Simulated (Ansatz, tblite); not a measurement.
# C28H30Si2: a ladder of methods and basis sets

The task here is to estimate one member of a computed series from the others.

The runs use Ansatz 0.2.0, Gaussian basis; as each input shows.

The runs, in order: GFN1-xTB, GFN2-xTB, PBE-D4/def2-TZVP, r2SCAN-D4/def2-TZVP, LDA/def2-TZVP, B97M-V/def2-TZVP, r2SCANh-D4/def2-TZVP, PBE-D4/def2-SVP, PBE0-D4/def2-SVP, HF/6-31G, B3LYP-D4/6-31G, MP2/def2-SVP, RPA/def2-SVP.

### The relaxed structure

The geometry is that of the singlet, from an earlier relaxation (PBE-D4/def2-SVP).

SMILES `C[Si](C)(C)C#Cc1ccc(-c2ccc(-c3ccc(C#C[Si](C)(C)C)cc3)cc2)cc1`, 60 atoms, charge 0, spin multiplicity 1.

Bond lengths: C1–Si2 1.891 Å, C1–H31 1.110 Å, C1–H32 1.109 Å, C1–H33 1.109 Å, Si2–C3 1.891 Å, Si2–C4 1.891 Å, Si2–C5 1.848 Å, C3–H34 1.110 Å, C3–H35 1.109 Å, C3–H36 1.109 Å, C4–H37 1.109 Å, C4–H38 1.110 Å, C4–H39 1.109 Å, C5–C6 1.236 Å, C6–C7 1.425 Å, C7–C8 1.419 Å, C7–C30 1.419 Å, C8–C9 1.396 Å and more. Angles: Si2–C1–H31 110.6°, Si2–C1–H32 111.0°, Si2–C1–H33 111.0°, H31–C1–H32 108.1°, H31–C1–H33 108.1°, H32–C1–H33 108.0°, C1–Si2–C3 110.5°, C1–Si2–C4 110.4°, C1–Si2–C5 108.5°, C3–Si2–C4 110.3°, C3–Si2–C5 108.6°, C4–Si2–C5 108.6°, Si2–C3–H34 110.5°, Si2–C3–H35 111.0°, Si2–C3–H36 111.0°, H34–C3–H35 108.1°, H34–C3–H36 108.1°, H35–C3–H36 107.9° and more.

PBE0-D4/def2-TZVP was run before; its log isn't repeated, and its numbers join the tables.

The first run:

Tight binding, by tblite at 300 K electronic temperature and without a spin-polarisation term:

```python
tblite.interface.Calculator('GFN1-xTB', numbers, positions, charge=0, uhf=0).singlepoint()
```

Tight binding, by tblite at 300 K electronic temperature and without a spin-polarisation term:

```python
tblite.interface.Calculator('GFN2-xTB', numbers, positions, charge=0, uhf=0).singlepoint()
```

start.molden holds the orbitals of an earlier run on this state, given as this run's starting guess.

Contents of in.yaml:

```yaml
crystal:
  periodic: [false, false, false]
  atoms:
    - {symbol: C, position_ang: [-10.747364, 2.320080, -0.817891]}
    - {symbol: Si, position_ang: [-10.259788, 0.602474, -0.195412]}
    - {symbol: C, position_ang: [-10.912298, 0.325149, 1.557953]}
    - {symbol: C, position_ang: [-10.919815, -0.733568, -1.360118]}
    - {symbol: C, position_ang: [-8.415495, 0.493815, -0.160388]}
    - {symbol: C, position_ang: [-7.181469, 0.420611, -0.137317]}
    - {symbol: C, position_ang: [-5.759378, 0.337039, -0.110307]}
    - {symbol: C, position_ang: [-4.957004, 1.410955, -0.574674]}
    - {symbol: C, position_ang: [-3.564384, 1.324420, -0.544796]}
    - {symbol: C, position_ang: [-2.907589, 0.170127, -0.054785]}
    - {symbol: C, position_ang: [-1.430158, 0.083477, -0.026445]}
    - {symbol: C, position_ang: [-0.631380, 1.229482, 0.192955]}
    - {symbol: C, position_ang: [0.762927, 1.147249, 0.222195]}
    - {symbol: C, position_ang: [1.430139, -0.084292, 0.028150]}
    - {symbol: C, position_ang: [2.907576, -0.170957, 0.056218]}
    - {symbol: C, position_ang: [3.602232, -1.101271, -0.753594]}
    - {symbol: C, position_ang: [4.995091, -1.186484, -0.731798]}
    - {symbol: C, position_ang: [5.759381, -0.338138, 0.110103]}
    - {symbol: C, position_ang: [7.181505, -0.421343, 0.136978]}
    - {symbol: C, position_ang: [8.415596, -0.492794, 0.161469]}
    - {symbol: Si, position_ang: [10.259927, -0.600625, 0.194387]}
    - {symbol: C, position_ang: [10.764032, -1.930762, 1.441069]}
    - {symbol: C, position_ang: [10.950568, 1.081909, 0.711971]}
    - {symbol: C, position_ang: [10.864922, -1.059839, -1.537425]}
    - {symbol: C, position_ang: [5.068227, 0.595572, 0.924483]}
    - {symbol: C, position_ang: [3.675120, 0.673616, 0.893715]}
    - {symbol: C, position_ang: [0.631432, -1.229907, -0.193528]}
    - {symbol: C, position_ang: [-0.763020, -1.148552, -0.217638]}
    - {symbol: C, position_ang: [-3.712997, -0.898368, 0.407192]}
    - {symbol: C, position_ang: [-5.106309, -0.821505, 0.383620]}
    - {symbol: H, position_ang: [-11.851925, 2.422684, -0.853226]}
    - {symbol: H, position_ang: [-10.348810, 3.111956, -0.151940]}
    - {symbol: H, position_ang: [-10.351859, 2.499974, -1.838009]}
    - {symbol: H, position_ang: [-12.020681, 0.381906, 1.573757]}
    - {symbol: H, position_ang: [-10.612697, -0.671509, 1.940443]}
    - {symbol: H, position_ang: [-10.517344, 1.091462, 2.255112]}
    - {symbol: H, position_ang: [-10.620993, -1.744153, -1.015456]}
    - {symbol: H, position_ang: [-12.028312, -0.697672, -1.404276]}
    - {symbol: H, position_ang: [-10.528591, -0.593661, -2.388035]}
    - {symbol: H, position_ang: [-5.447801, 2.312691, -0.969148]}
    - {symbol: H, position_ang: [-2.967132, 2.161458, -0.936645]}
    - {symbol: H, position_ang: [-1.115608, 2.202563, 0.363781]}
    - {symbol: H, position_ang: [1.351696, 2.063289, 0.379541]}
    - {symbol: H, position_ang: [3.036257, -1.753257, -1.435870]}
    - {symbol: H, position_ang: [5.516128, -1.908975, -1.376876]}
    - {symbol: H, position_ang: [11.869317, -2.022327, 1.485792]}
    - {symbol: H, position_ang: [10.396805, -1.682630, 2.457359]}
    - {symbol: H, position_ang: [10.347005, -2.918596, 1.158984]}
    - {symbol: H, position_ang: [12.059675, 1.054502, 0.743641]}
    - {symbol: H, position_ang: [10.584266, 1.369073, 1.718350]}
    - {symbol: H, position_ang: [10.645341, 1.873620, -0.001729]}
    - {symbol: H, position_ang: [11.972081, -1.135721, -1.555611]}
    - {symbol: H, position_ang: [10.559124, -0.296225, -2.280848]}
    - {symbol: H, position_ang: [10.447437, -2.035667, -1.858206]}
    - {symbol: H, position_ang: [5.645506, 1.253704, 1.590248]}
    - {symbol: H, position_ang: [3.163898, 1.388993, 1.555360]}
    - {symbol: H, position_ang: [1.114662, -2.208842, -0.330372]}
    - {symbol: H, position_ang: [-1.350777, -2.058724, -0.409126]}
    - {symbol: H, position_ang: [-3.233074, -1.798725, 0.819447]}
    - {symbol: H, position_ang: [-5.713817, -1.658731, 0.757206]}
basis:
  gaussian: {orbitals: def2-TZVP, fitting: {mean_field: def2-universal-jkfit}, initial_orbitals: start.molden}
hamiltonian: {xc: pbe, dispersion: d4}
scf: {omitted_lower_state_checks: [starts]}
output: {forces: true, orbitals: {seedname: orbitals}}
```

Launch:

```sh
ansatz run in.yaml --threads 2 --pin off --events-out ev --progress --plain --max-ram 32768MiB --backend cuda --devices 0, --max-vram 18GiB
```

Steps of the session up to this table: PBE-D4/def2-TZVP; r2SCAN-D4/def2-TZVP; LDA/def2-TZVP; B97M-V/def2-TZVP; r2SCANh-D4/def2-TZVP; PBE-D4/def2-SVP; PBE0-D4/def2-SVP; HF/6-31G; B3LYP-D4/6-31G; MP2/def2-SVP; RPA/def2-SVP.

One of the session's tables, all rows but one given; the rest of the session is left out.

It belongs to the step «Binding energy». 

```
               level  binding an atom (eV)
            HF/6-31G                 3.435
         HF/def2-SVP                 3.688
       LDA/def2-TZVP                 5.572
     PBE-D4/def2-SVP                     ?
    PBE-D4/def2-TZVP                 5.015
 r2SCAN-D4/def2-TZVP                 4.887
    B97M-V/def2-TZVP                 4.869
r2SCANh-D4/def2-TZVP                 4.858
      B3LYP-D4/6-31G                 4.760
    PBE0-D4/def2-SVP                 4.986
   PBE0-D4/def2-TZVP                 4.925
        MP2/def2-SVP                 4.777
```

Estimate the missing values for PBE-D4/def2-SVP.

**Answer.** binding an atom (eV): 5.072. In the column «binding an atom (eV)» it lies between PBE-D4/def2-TZVP (5.015) and LDA/def2-TZVP (5.572).

Caveats from the session: Free atoms were run apart at each level; binding is atoms less cluster, divided by the number of atoms, without zero-point or spin-orbit terms.
